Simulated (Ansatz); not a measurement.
Debugging a relaxation of cell and ions of GaSb3, space group Fm-3m (Ansatz's Python interface).

Run as a notebook:

**Cell 1**
```python
from dataclasses import dataclass
import warnings

import ansatz as az
import numpy as np
```

**Cell 2**
```python
@dataclass
class Settings:
    scf_tol: float = 1e-08
    k_length: int = 17
```

**Cell 3**
```python
opts = Settings()
```

**Cell 4**
```python
def edges_and_angles(cell):
    cell = np.asarray(cell)
    a, b, c = np.linalg.norm(cell, axis=1)
    cosines = cell[1] @ cell[2] / (b * c), cell[0] @ cell[2] / (a * c), cell[0] @ cell[1] / (a * b)
    return (a, b, c, *np.degrees(np.arccos(cosines)))
```

**Cell 5**
```python
warnings.simplefilter("ignore", az.DeckWarning)
```

**Cell 6**
```python
xtal = (
    az.Lattice.fcc(7.46119)
    .space_group(225)
    .atom("Ga", (0.0, 0.0, 0.0))
    .atom("Sb", (0.25, 0.75, 0.75))
    .atom("Sb", (0.5, 0.0, 0.0))
    .primitive()
)
```

**Cell 7**
```python
len(xtal.resolved().sites)
```
Output:
```text
4
```

**Cell 8**
```python
model = xtal.calculation()
model = model.occupations(az.OccupationsMethod.FIXED).scf(tolerance=opts.scf_tol)
model = model.kpoints(length=opts.k_length)
model = model.basis(19 * az.Ha)
model = model.pseudopotentials("paw").relax(pressure=20)
steps = []
```

**Cell 9**
```python
def collect(event):
    if event["event"] == "relax_step":
        steps.append(event["data"])
```

**Cell 10**
```python
out = model.session().plan().execute(on_event=collect)
r = out.report
```
Output:
```text
RunWarning: iter 1: σ=0 fill of 29 bands saw a band overlap (occupied 12.0827 eV > unoccupied 8.3118 eV) — on an unconverged iterate often a transient of an unconverged empty band; one that stands at the close is told there (band_overlap_at_count); if the run [...]
RunWarning: the bands overlap at the fill by count (29 filled at each k-point of a channel): the highest filled level, 16.165789 eV at k-index 7, stands 4.1782 eV over the lowest empty one, 11.987573 eV at k-index 0, so that a fill of the lowest levels lies [...]
```

**Cell 11**
```python
out.unlabelled_reasons
```

**Cell 12**
```python
print("step   energy (eV)     max comp. (eV/A)   P (GPa)  SCF")
for s in steps:
    print(f"{s['step']:4d} {s['lagrangian_ev']:15.5f} {s['allowed_force_max_ev_ang']:12.4f} {s['pressure_gpa']:10.3f} {s['n_scf']:5d}")
```
Output:
```text
step   energy (eV)     max comp. (eV/A)   P (GPa)  SCF
   1    -23234.56984       0.0000      0.778     8
   2    -23234.05913       0.0000     11.966     7
   3    -23233.16547       0.0000     24.358     7
   4    -23233.53148       0.0000     19.610     6
   5    -23233.50268       0.0000     19.995     4
   6    -23233.50234       0.0000     19.990     4
```

**Cell 13**
```python
first, last = steps[0], steps[-1]
symbols = [site.symbol for site in out.lattice.sites]
print(f"energy gained {first['lagrangian_ev'] - last['lagrangian_ev']:.4f} eV in {len(steps) - 1} steps")
for label, vectors in (("before", first["cell_ang"]), ("after", out.lattice.cell_ang)):
    print(label, "a b c (A) {:.4f} {:.4f} {:.4f}  angles {:.2f} {:.2f} {:.2f}".format(*edges_and_angles(vectors)), f" V = {abs(np.linalg.det(vectors)):.3f} A^3")
print("final stress xx yy zz (GPa, compression positive):", np.round(np.diag(r["stress_gpa"]), 3) + 0.0)
```
Output:
```text
energy gained -1.0675 eV in 5 steps
before a b c (A) 5.2759 5.2759 5.2759  angles 60.00 60.00 60.00  V = 103.840 A^3
after a b c (A) 4.9104 4.9104 4.9104  angles 60.00 60.00 60.00  V = 83.724 A^3
final stress xx yy zz (GPa, compression positive): [19.99 19.99 19.99]
```

**Cell 14**
```python
print("atom   start x y z (A)              end x y z (A)")
for symbol, a, b in zip(symbols, first["positions_ang"], last["positions_ang"]):
    print(f"{symbol:3s}", " ".join(f"{v:8.4f}" for v in a), "  ", " ".join(f"{v:8.4f}" for v in b))
```
Output:
```text
atom   start x y z (A)              end x y z (A)
Ga    0.0000   0.0000   0.0000     -0.0000  -0.0000  -0.0000
Sb    1.8653   1.8653   1.8653      1.7361   1.7361   1.7361
Sb    5.5959   5.5959   5.5959      5.2083   5.2083   5.2083
Sb    3.7306   3.7306   3.7306      3.4722   3.4722   3.4722
```

**Cell 15**
```python
print("relaxed fractional positions")
for site in out.lattice.sites:
    print(f"  {site.symbol:2s}", " ".join(f"{v % 1:8.5f}" for v in np.round(site.position_frac, 5)))
```
Output:
```text
relaxed fractional positions
  Ga  0.00000  0.00000  0.00000
  Sb  0.25000  0.25000  0.25000
  Sb  0.75000  0.75000  0.75000
  Sb  0.50000  0.50000  0.50000
```

**Cell 16**
```python
change = np.array(last["positions_ang"]) @ np.linalg.inv(last["cell_ang"]) - np.array(first["positions_ang"]) @ np.linalg.inv(first["cell_ang"])
moved = np.linalg.norm(change @ np.array(last["cell_ang"]), axis=1)
print("displacement within the cell, strain taken out (A):", " ".join(f"{s}:{d:.3f}" for s, d in zip(symbols, moved)))
```
Output:
```text
displacement within the cell, strain taken out (A): Ga:0.000 Sb:0.000 Sb:0.000 Sb:0.000
```

**Cell 17**
```python
n_atoms = len(r["lattice"]["sites"])
print("F =", round(r["free_energy_ev"], 4), "eV for", n_atoms, "atoms")
print("E(sigma -> 0) =", round(r["energy_sigma0_ev"], 4), "eV, TS =", round(r["entropy_ts_ev"], 5), "eV")
print("closed by", r["closed_by"], "after", r["n_iterations"], "iterations")
```
Output:
```text
F = -23233.5023 eV for 4 atoms
E(sigma -> 0) = -23233.5023 eV, TS = 0.0 eV
closed by deck_thresholds after 4 iterations
```

No error stopped it. What is wrong with the input all the same?

The fault: fixed occupations, though the bands overlap at this level of theory. The correction:

```diff
--- before
+++ after
@@
 class Settings:
+    occupations: str = "fermi_dirac"
+    smearing_width: float = 0.05
     scf_tol: float = 1e-08
@@
 model = xtal.calculation()
-model = model.occupations(az.OccupationsMethod.FIXED).scf(tolerance=opts.scf_tol)
+model = model.occupations(opts.occupations, width=opts.smearing_width).scf(tolerance=opts.scf_tol)
 model = model.kpoints(length=opts.k_length)
```

Run as a notebook:

(earlier cells as before)

**Cell 2**
```python
@dataclass
class Settings:
    occupations: str = "fermi_dirac"
    smearing_width: float = 0.05
    scf_tol: float = 1e-08
    k_length: int = 17
```

**Cell 3**
```python
opts = Settings()
```

**Cell 4**
```python
def edges_and_angles(cell):
    cell = np.asarray(cell)
    a, b, c = np.linalg.norm(cell, axis=1)
    cosines = cell[1] @ cell[2] / (b * c), cell[0] @ cell[2] / (a * c), cell[0] @ cell[1] / (a * b)
    return (a, b, c, *np.degrees(np.arccos(cosines)))
```

**Cell 5**
```python
warnings.simplefilter("ignore", az.DeckWarning)
```

**Cell 6**
```python
xtal = (
    az.Lattice.fcc(7.46119)
    .space_group(225)
    .atom("Ga", (0.0, 0.0, 0.0))
    .atom("Sb", (0.25, 0.75, 0.75))
    .atom("Sb", (0.5, 0.0, 0.0))
    .primitive()
)
```

**Cell 7**
```python
len(xtal.resolved().sites)
```
Output:
```text
4
```

**Cell 8**
```python
model = xtal.calculation()
model = model.occupations(opts.occupations, width=opts.smearing_width).scf(tolerance=opts.scf_tol)
model = model.kpoints(length=opts.k_length)
model = model.basis(19 * az.Ha)
model = model.pseudopotentials("paw").relax(pressure=20)
steps = []
```

**Cell 9**
```python
def collect(event):
    if event["event"] == "relax_step":
        steps.append(event["data"])
```

**Cell 10**
```python
out = model.session().plan().execute(on_event=collect)
r = out.report
```

**Cell 11**
```python
out.unlabelled_reasons
```

**Cell 12**
```python
print("step   energy (eV)     max comp. (eV/A)   P (GPa)  SCF")
for s in steps:
    print(f"{s['step']:4d} {s['lagrangian_ev']:15.5f} {s['allowed_force_max_ev_ang']:12.4f} {s['pressure_gpa']:10.3f} {s['n_scf']:5d}")
```
Output:
```text
step   energy (eV)     max comp. (eV/A)   P (GPa)  SCF
   1    -23235.45318       0.0000     -2.306     8
   2    -23235.26916       0.0000      8.027     7
   3    -23233.99149       0.0000     27.770     7
   4    -23234.62891       0.0000     18.757     6
   5    -23234.54463       0.0000     20.007     5
   6    -23234.54424       0.0000     20.002     4
```

**Cell 13**
```python
first, last = steps[0], steps[-1]
symbols = [site.symbol for site in out.lattice.sites]
print(f"energy gained {first['lagrangian_ev'] - last['lagrangian_ev']:.4f} eV in {len(steps) - 1} steps")
for label, vectors in (("before", first["cell_ang"]), ("after", out.lattice.cell_ang)):
    print(label, "a b c (A) {:.4f} {:.4f} {:.4f}  angles {:.2f} {:.2f} {:.2f}".format(*edges_and_angles(vectors)), f" V = {abs(np.linalg.det(vectors)):.3f} A^3")
print("final stress xx yy zz (GPa, compression positive):", np.round(np.diag(r["stress_gpa"]), 3) + 0.0)
```
Output:
```text
energy gained -0.9089 eV in 5 steps
before a b c (A) 5.2759 5.2759 5.2759  angles 60.00 60.00 60.00  V = 103.840 A^3
after a b c (A) 4.8518 4.8518 4.8518  angles 60.00 60.00 60.00  V = 80.757 A^3
final stress xx yy zz (GPa, compression positive): [20.002 20.002 20.002]
```

**Cell 14**
```python
print("atom   start x y z (A)              end x y z (A)")
for symbol, a, b in zip(symbols, first["positions_ang"], last["positions_ang"]):
    print(f"{symbol:3s}", " ".join(f"{v:8.4f}" for v in a), "  ", " ".join(f"{v:8.4f}" for v in b))
```
Output:
```text
atom   start x y z (A)              end x y z (A)
Ga    0.0000   0.0000   0.0000     -0.0000  -0.0000  -0.0000
Sb    1.8653   1.8653   1.8653      1.7154   1.7154   1.7154
Sb    5.5959   5.5959   5.5959      5.1461   5.1461   5.1461
Sb    3.7306   3.7306   3.7306      3.4307   3.4307   3.4307
```

**Cell 15**
```python
print("relaxed fractional positions")
for site in out.lattice.sites:
    print(f"  {site.symbol:2s}", " ".join(f"{v % 1:8.5f}" for v in np.round(site.position_frac, 5)))
```
Output:
```text
relaxed fractional positions
  Ga  0.00000  0.00000  0.00000
  Sb  0.25000  0.25000  0.25000
  Sb  0.75000  0.75000  0.75000
  Sb  0.50000  0.50000  0.50000
```

**Cell 16**
```python
change = np.array(last["positions_ang"]) @ np.linalg.inv(last["cell_ang"]) - np.array(first["positions_ang"]) @ np.linalg.inv(first["cell_ang"])
moved = np.linalg.norm(change @ np.array(last["cell_ang"]), axis=1)
print("displacement within the cell, strain taken out (A):", " ".join(f"{s}:{d:.3f}" for s, d in zip(symbols, moved)))
```
Output:
```text
displacement within the cell, strain taken out (A): Ga:0.000 Sb:0.000 Sb:0.000 Sb:0.000
```

**Cell 17**
```python
n_atoms = len(r["lattice"]["sites"])
print("F =", round(r["free_energy_ev"], 4), "eV for", n_atoms, "atoms")
print("E(sigma -> 0) =", round(r["energy_sigma0_ev"], 4), "eV, TS =", round(r["entropy_ts_ev"], 5), "eV")
print("closed by", r["closed_by"], "after", r["n_iterations"], "iterations")
```
Output:
```text
F = -23234.5442 eV for 4 atoms
E(sigma -> 0) = -23234.5245 eV, TS = 0.03948 eV
closed by deck_thresholds after 4 iterations
```

Total energies depend on the potentials; only differences at equal settings carry meaning. A total without «per atom» is that of the cell as typed. Forces vanish by symmetry, so the ions can't move, and the end may be a saddle. Part of the cell is held or a pressure is applied, so the end point needn't be the zero-pressure lattice. At a fixed pressure a relaxation lowers the enthalpy F + PV, while F alone can rise. For a metal this k-point mesh is coarse: on a finer one energies can move by several to tens of meV an atom and pressures by half a GPa or more, differences at one mesh by less. Energies along a relaxation are free energies. Rows at an unchanged volume are solved on a plane-wave basis chosen afresh for that cell, so the energy jumps there and such rows are no steps of the walk. Edges and angles are those of the cell as typed, here a primitive one, not of the conventional cell. Symmetry holds the cell in this phase, whether or not it is the stable one at this pressure. No functional is typed, so the default, PBE, holds. This cell is a computed structure, which may not be the phase found in nature. The script silences the warnings on its input, which a real study should read. It ran for 15 s on 1 thread of Arm Neoverse V1 (shared host), peak memory 0.47 GiB.

(Lines on the test bed's own set-up are left out of the output.)
